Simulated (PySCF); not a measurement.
# C6H7N3O: the cost of one run

Programs: PySCF 2.14.0, with routines of our own; each step states its level. All values are computed. Atoms count from 0.

### Step 1. The starting structure

17 atoms, charge 0, multiplicity 1; geometry from: GFN2-xTB.

### Step 2. Magnetic properties: GIAO B3LYP/pcSseg-1

Job settings and geometry (Å):

```
{"job": {"kind": "mag", "xc": "B3LYP", "basis": "pcSseg-1", "isotopologues": 0}, "charge": 0, "multiplicity": 1}
C      2.822468    -0.957003    -0.501966
C      1.509058    -0.268825    -0.423646
N      1.378396     0.894396    -1.058500
N      0.251598     1.522758    -0.996287
C     -0.768174     1.014044    -0.309829
C     -1.996869     1.825160    -0.319900
O     -3.027351     1.543295     0.233718
C     -0.623662    -0.224694     0.360234
C     -1.708351    -0.861525     1.143177
N      0.541047    -0.849039     0.284142
H      2.684207    -2.028848    -0.393982
H      3.454163    -0.607203     0.314209
H      3.313962    -0.715851    -1.439822
H     -1.874049     2.752139    -0.907410
H     -1.356883    -1.802210     1.557965
H     -2.030824    -0.194254     1.941380
H     -2.575734    -1.030309     0.506608
```

Level: GIAO B3LYP/pcSseg-1 magnetisability, rotational g tensor and spin-rotation constants, non-relativistic, gas phase.

Started as:

```
OMP_NUM_THREADS=1 python excited_run.py task.json out
```

The driver reads the jobs from task.json and runs them one after another.

**Question.** How long does this first job take on 1 thread of Arm Neoverse V2, shared host, and how much memory does it need?

About 45 s, with a peak of 0.99 GiB.
